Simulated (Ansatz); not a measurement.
# GeH7NO2Si: a ladder of functionals and wavefunction methods

Aim: compute GeH7NO2Si with functionals from several rungs and with coupled cluster, and see how far each lands from CCSD(T) at the basis-set limit for the atomisation energy.

Computed with Ansatz 0.2.0, Gaussian basis. Level: functionals in def2-TZVPP, the program's frozen cores in correlated methods.

Plan: PBE-D4, r2SCAN-D4, PBE0-D4, B3LYP-D4, ωB97X-V, ωB97M-V, B2PLYP; CCSD(T)/def2-TZVPP; MP2/def2-QZVPP; extrapolation to the limit.

**1. Structure used throughout**

All runs share one geometry, relaxed beforehand with PBE0-D4 in a triple-zeta def2 set.

SMILES `O[SiH](O)[NH][GeH3]`, 12 atoms, charge 0, spin multiplicity 1.

Atoms are counted from 1 here; the program's logs count them from 0.

Bond lengths: O1–Si2 1.647 Å, O1–H6 0.958 Å, Si2–O3 1.638 Å, Si2–N4 1.701 Å, Si2–H7 1.483 Å, O3–H8 0.959 Å, N4–Ge5 1.841 Å, N4–H9 1.011 Å, Ge5–H10 1.540 Å, Ge5–H11 1.540 Å, Ge5–H12 1.533 Å. Angles: Si2–O1–H6 117.0°, O1–Si2–O3 103.7°, O1–Si2–N4 113.8°, O1–Si2–H7 110.8°, O3–Si2–N4 110.9°, O3–Si2–H7 111.9°, N4–Si2–H7 105.9°, Si2–O3–H8 115.9°, Si2–N4–Ge5 127.9°, Si2–N4–H9 116.6°, Ge5–N4–H9 114.2°, N4–Ge5–H10 108.8°, N4–Ge5–H11 110.8°, N4–Ge5–H12 107.0°, H10–Ge5–H11 108.9°, H10–Ge5–H12 110.7°, H11–Ge5–H12 110.5°.

**2. PBE-D4 (GGA)**

Contents of in.yaml:

```yaml
crystal:
  periodic: [false, false, false]
  atoms:
    - {symbol: O, position_ang: [-1.358989, -1.988676, 0.376524]}
    - {symbol: Si, position_ang: [-0.003912, -1.054237, 0.330536]}
    - {symbol: O, position_ang: [1.135458, -2.053085, -0.291655]}
    - {symbol: N, position_ang: [-0.168290, 0.346215, -0.620362]}
    - {symbol: Ge, position_ang: [0.308100, 2.070637, -0.186074]}
    - {symbol: H, position_ang: [-2.169084, -1.567117, 0.665335]}
    - {symbol: H, position_ang: [0.356604, -0.581895, 1.689152]}
    - {symbol: H, position_ang: [0.981603, -2.991556, -0.170601]}
    - {symbol: H, position_ang: [-0.366748, 0.206450, -1.601807]}
    - {symbol: H, position_ang: [-0.831795, 3.019186, -0.599554]}
    - {symbol: H, position_ang: [1.595789, 2.485322, -0.922702]}
    - {symbol: H, position_ang: [0.521254, 2.108755, 1.331209]}
basis:
  gaussian: {orbitals: def2-TZVPP}
hamiltonian: {xc: pbe, dispersion: d4}
output: {forces: true, orbitals: {seedname: orbitals}}
```

On the command line:

```
> ansatz run in.yaml --threads 2 --pin off --events-out ev --progress --plain --max-ram 22528MiB --backend cuda --devices 0, --max-vram 18GiB
```

Further steps of the session: r2SCAN-D4 (meta-GGA); PBE0-D4 (hybrid); B3LYP-D4 (hybrid); ωB97X-V (range-separated); ωB97M-V (range-separated); B2PLYP (double hybrid); CCSD(T) in def2-TZVPP; MP2 in def2-QZVPP.

**Question.** What will the summary of the whole plan be? Wanted: atomisation energy, CCSD(T)/CBS; farthest; mean size of error, hybrid; mean size of error, range-separated; gap, smallest and largest; T1 diagnostic; triples share of the correlation energy.

**Answer**, as computed:

```
                               quantity                                 value
        atomisation energy, CCSD(T)/CBS                         4177.9 kJ/mol
 functionals within 41.8 kJ/mol (1.0 %)   PBE-D4, r2SCAN-D4, ωB97X-V, ωB97M-V
                               farthest                PBE0-D4 (-92.1 kJ/mol)
             mean size of error, hybrid                           70.1 kJ/mol
    mean size of error, range-separated                           16.1 kJ/mol
              gap, smallest and largest  5.79 eV (PBE-D4), 12.39 eV (ωB97X-V)
                          T1 diagnostic                                0.0115
triples share of the correlation energy                                 3.4 %
```

In words: PBE-D4 is off by -18.5 kJ/mol. Double hybrids carry the basis error of their MP2 part in triple zeta, and no dispersion term here, so their miss is partly the set-up's. The reference freezes the cores and leaves out relativity and excitations past (T), and its outer-core shells are covered unevenly, so misses under about 41.8 kJ/mol can't be ranked. Hartree-Fock recovers 70 % of the binding; the rest is correlation. Orbital gaps span 5.8 to 12.4 eV; exact exchange widens them. Correlated methods include outer-core shells of Ge, which these sets cover unevenly.
